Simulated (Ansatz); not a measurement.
# C2H3AlFN (SMILES [CH3][Al]([F])[C]#N): levels of theory compared

Aim: a comparison of 6 runs (HF/cc-pVDZ, CAM-B3LYP/cc-pVDZ, SVWN5/cc-pVDZ, revPBE/cc-pVDZ, wB97M-V/cc-pVDZ, CCSD/cc-pVDZ) of C2H3AlFN. 

Program for the calculation: Ansatz 0.2.0.

114 further runs of the same task are left out: 114 set aside as unsound or not needed. Runs told in other sessions of the task aren't counted.

## 1. Starting point

C2H3AlFN has 8 atoms, charge 0, and is taken as a singlet. As SMILES, `[CH3][Al]([F])[C]#N`. One bond was lengthened or shortened from a relaxed shape.

Bond lengths: C1–Al2 1.922 Å, Al2–F3 1.642 Å, Al2–C4 2.221 Å, C4–N5 1.154 Å, C1–H6 1.094 Å, C1–H7 1.094 Å, C1–H8 1.092 Å. Angles: C1–Al2–F3 122.9°, C1–Al2–C4 123.0°, F3–Al2–C4 114.1°, Al2–C4–N5 177.1°, Al2–C1–H6 110.8°, Al2–C1–H7 110.8°, Al2–C1–H8 111.7°, H6–C1–H7 106.8°, H6–C1–H8 108.2°, H7–C1–H8 108.2°.

## 2. The energy at HF/cc-pVDZ (run 1)

run.yaml

```yaml
crystal:
  periodic: [false, false, false]
  atoms:
    - {symbol: C, position_ang: [-0.779731, -1.020749, 0.846466]}
    - {symbol: Al, position_ang: [0.750169, -0.218349, 0.003566]}
    - {symbol: F, position_ang: [2.265869, -0.836049, 0.130466]}
    - {symbol: C, position_ang: [0.623900, 1.626000, -1.228300]}
    - {symbol: N, position_ang: [0.500000, 2.584900, -1.857400]}
    - {symbol: H, position_ang: [-0.925531, -2.045749, 0.493266]}
    - {symbol: H, position_ang: [-0.642731, -1.076049, 1.930266]}
    - {symbol: H, position_ang: [-1.693131, -0.457049, 0.645666]}
basis:
  gaussian: {orbitals: cc-pVDZ}
accuracy: high
hamiltonian: {xc: hf}
output: {orbitals: {seedname: orbitals}}
```

Started as:

```sh
$ ansatz run run.yaml --threads 1 --pin off --max-ram 2610MiB --events-out events.jsonl --progress --plain --runs-dir runs
```

Standard output:

```text
Warning: RAYON_NUM_THREADS=1 ignored (pool sized by the plan → 1); use --threads N
Functional definition: HF
  name "HF"
  exchange = exact_x
  correlation = 0
1989 factors; integrals over basis functions are off by at most 6.3e-9 eV
mean field evaluation 1: about -12876.9457 eV, gradient 4.2e1 eV
mean field evaluation 2: about -12877.1113 eV, gradient 4.2e1 eV
mean field evaluation 4: about -12881.2248 eV, gradient 4.4e0 eV
mean field evaluation 8: about -12881.3090 eV, gradient 3.7e-1 eV
mean field evaluation 16: about -12881.3097 eV, gradient 1.9e-8 eV
mean field -12881.30967982 eV, -473.3793994682 hartree, gradient 1.9e-8 eV, S^2 0.000000; 0 other end points of the search recorded, 0 dependent functions left out
reference -12881.30967982 eV, -473.3793994682 hartree; 22, 22 occupied and 67, 67 virtual orbitals, 1989 factors
Total energy: -12881.30967982 eV, -473.3793994682 hartree
```

Wall time 2.9 s (1 thread of Arm Neoverse V2, shared host); peak memory 0.24 GiB.

## 3. A single-point energy at CAM-B3LYP/cc-pVDZ (run 2)

input.yaml

```yaml
crystal:
  periodic: [false, false, false]
  atoms:
    - symbol: C
      position_ang: [-0.779731, -1.020749, 0.846466]
    - symbol: Al
      position_ang: [0.750169, -0.218349, 0.003566]
    - symbol: F
      position_ang: [2.265869, -0.836049, 0.130466]
    - symbol: C
      position_ang: [0.623900, 1.626000, -1.228300]
    - symbol: N
      position_ang: [0.500000, 2.584900, -1.857400]
    - symbol: H
      position_ang: [-0.925531, -2.045749, 0.493266]
    - symbol: H
      position_ang: [-0.642731, -1.076049, 1.930266]
    - symbol: H
      position_ang: [-1.693131, -0.457049, 0.645666]
basis:
  gaussian: {orbitals: cc-pVDZ}
hamiltonian: {xc: {name: CAM-B3LYP}}
accuracy: high
output: {orbitals: {seedname: orbitals}}
```

Started as:

```sh
$ ansatz run input.yaml --threads 1 --pin off --max-ram 2610MiB --events-out events.jsonl --progress --plain --runs-dir runs
```

Standard output:

```text
Warning: RAYON_NUM_THREADS=1 ignored (pool sized by the plan → 1); use --threads N
Functional definition: CAM-B3LYP
  name "CAM-B3LYP"
  parameter alpha = 0.19
  parameter beta = 0.46
  parameter omega = 0.33/bohr
  parameter ac = 0.81
  exchange = (1 - alpha - beta)*b88_x + beta*b88_x_sr(omega) + alpha*exact_x + beta*exact_x_lr(omega)
  correlation = (1 - ac)*vwn5_c + ac*lyp_c
1989 factors; integrals over basis functions are off by at most 6.3e-9 eV
447 factors; integrals over basis functions are off by at most 2.3e-9 eV
mean field evaluation 1: about -12918.1051 eV, gradient 6.0e1 eV
mean field evaluation 2: about -12913.3893 eV, gradient 7.9e1 eV
mean field evaluation 4: about -12925.7661 eV, gradient 3.4e0 eV
mean field evaluation 8: about -12925.9291 eV, gradient 3.9e-1 eV
mean field evaluation 16: about -12925.9295 eV, gradient 2.4e-5 eV
mean field -12925.92949932 eV, -475.0191475902 hartree, gradient 6.7e-8 eV, S^2 0.000000; 0 other end points of the search recorded, 0 dependent functions left out
reference -12925.92951907 eV, -475.0191483161 hartree; 22, 22 occupied and 67, 67 virtual orbitals, 1989 factors
Total energy: -12925.92951907 eV, -475.0191483161 hartree
```

It took 9.3 s on 1 thread of Arm Neoverse V2, shared host; peak memory 0.33 GiB.

Runs 3 to 5 aren't shown in full; the table further down has their settings and results.

## 4. The energy at CCSD/cc-pVDZ (run 6)

molecule.yaml

```yaml
crystal:
  periodic: [false, false, false]
  atoms:
    - {symbol: C, position_ang: [-0.779731, -1.020749, 0.846466]}
    - {symbol: Al, position_ang: [0.750169, -0.218349, 0.003566]}
    - {symbol: F, position_ang: [2.265869, -0.836049, 0.130466]}
    - {symbol: C, position_ang: [0.623900, 1.626000, -1.228300]}
    - {symbol: "N", position_ang: [0.500000, 2.584900, -1.857400]}
    - {symbol: H, position_ang: [-0.925531, -2.045749, 0.493266]}
    - {symbol: H, position_ang: [-0.642731, -1.076049, 1.930266]}
    - {symbol: H, position_ang: [-1.693131, -0.457049, 0.645666]}
basis:
  gaussian: {orbitals: cc-pVDZ}
correlation: {method: ccsd, frozen_orbitals: {Al: 5, C: 1, F: 1, H: 0, "N": 1}}
accuracy: high
scf: {omitted_lower_state_checks: [cluster_reference, increment]}
```

Started as:

```sh
$ ansatz run molecule.yaml --threads 1 --pin off --max-ram 2610MiB --events-out events.jsonl --progress --plain --runs-dir runs
```

Standard output:

```text
Warning: RAYON_NUM_THREADS=1 ignored (pool sized by the plan → 1); use --threads N
[... 12 lines left out ...]
9 core orbitals not correlated: weight in the atoms' cores, before any rotation towards them, 1.000 or more for the frozen orbitals, at most 0.000 for the correlated occupied ones
[... 23 lines left out ...]
Total energy: -12900.14901994 eV, -474.0717324477 hartree
Checks for a lower state left out: cluster_reference, increment
```

Wall time 19 s (1 thread of Arm Neoverse V2, shared host); peak memory 0.53 GiB.

## 5. All runs side by side

```tsv
run	level	frozen core orbitals	energy (Eh)	HOMO energy (eV)	LUMO energy (eV)	HOMO–LUMO gap (eV)	wall time
1	HF/cc-pVDZ	–	-473.379399	-12.39	1.05	13.43	2.9 s
2	CAM-B3LYP/cc-pVDZ	–	-475.019148	-10.63	-0.72	9.91	9.3 s
3	SVWN5/cc-pVDZ	–	-472.237555	-7.70	-2.67	5.03	4.5 s
4	revPBE/cc-pVDZ	–	-474.985202	-7.54	-2.36	5.18	7.2 s
5	wB97M-V/cc-pVDZ	–	-475.026459	-11.54	0.01	11.56	81 s
6	CCSD/cc-pVDZ	9	-474.071732	–	–	–	19 s
```

## 6. Results

```
                                          quantity          value
                               run 6: total energy  -474.07173 Eh
run 6: correlation energy (9 core orbitals frozen)     -692.3 mEh
                              run 6: T1 diagnostic          0.014
```

What this shows: Over runs 1, 2, 3, 4, 5 the HOMO–LUMO gap runs from 5.03 eV (SVWN5/cc-pVDZ) to 13.43 eV (HF/cc-pVDZ). Exact exchange widens orbital gaps. Totals of different functionals can't be ranked against each other. All runs together took 2.1 min, the longest 81 s.
